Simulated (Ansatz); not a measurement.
**SnH₂Cl+ (SMILES [Cl][SnH2+]): single points off equilibrium**

One table from this session's results is given with a row withheld; the runs are named, their logs left out.

Program: Ansatz 0.2.0, Gaussian basis. Level of theory: single points in def2-TZVPP. These are calculated values, not measurements.

Correlated methods freeze the cores. Filled d shells of the heavier atoms are correlated. Core potentials replace the inner electrons past krypton, and spin-orbit coupling is left out.

## The system as given

4 atoms, charge 1, spin multiplicity 1.

Atoms are counted from 1 here; the program's logs count them from 0.

Bond lengths: Cl1–Sn2 2.479 Å, Sn2–H3 1.951 Å, Sn2–H4 1.695 Å. Angles: Cl1–Sn2–H3 123.0°, Cl1–Sn2–H4 120.4°, H3–Sn2–H4 116.5°.

As a file:

```xyz
4
charge 1, multiplicity 1
Cl   -2.1956    0.1949   -0.8261
Sn    0.1306   -0.0009    0.0084
H     0.8445   -1.6370    0.7947
H     1.2127    1.2931   -0.1581
```

The first run:

Input file run/in.yaml:

```yaml
crystal:
  periodic: [false, false, false]
  atoms:
    - {symbol: Cl, position_ang: [-2.195600, 0.194900, -0.826100]}
    - {symbol: Sn, position_ang: [0.130600, -0.000900, 0.008400]}
    - {symbol: H, position_ang: [0.844500, -1.637000, 0.794700]}
    - {symbol: H, position_ang: [1.212700, 1.293100, -0.158100]}
basis:
  gaussian: {orbitals: def2-TZVPP}
total_charge: 1
correlation: {method: ccsd_t}
output: {forces: true}
```

The command line of these runs was not kept.

Steps of the session up to this table: CCSD(T)/def2-TZVPP; PBE0-D4/def2-TZVPP; wB97M-V/def2-TZVPP; r2SCAN-D4/def2-TZVPP; PBE-D4/def2-TZVPP; B97M-V/def2-TZVPP; BHLYP-D4/def2-TZVPP.

One table of the session follows, with a row left open; its other results are not shown here.

```
   method  RMS force component (eV/Å)  angle to CCSD(T) forces (°)
  CCSD(T)                       1.255                    reference
  PBE0-D4                           ?                            ?
  wB97M-V                       1.315                          1.1
r2SCAN-D4                       1.222                          2.7
   PBE-D4                       1.121                          7.3
   B97M-V                       1.221                          4.3
 BHLYP-D4                       1.305                          1.5
```

Estimate the missing values for PBE0-D4.

As computed: RMS force component (eV/Å): 1.261; angle to CCSD(T) forces (°): 2.4. In the column «RMS force component (eV/Å)» it lies between CCSD(T) (1.255) and BHLYP-D4 (1.305).
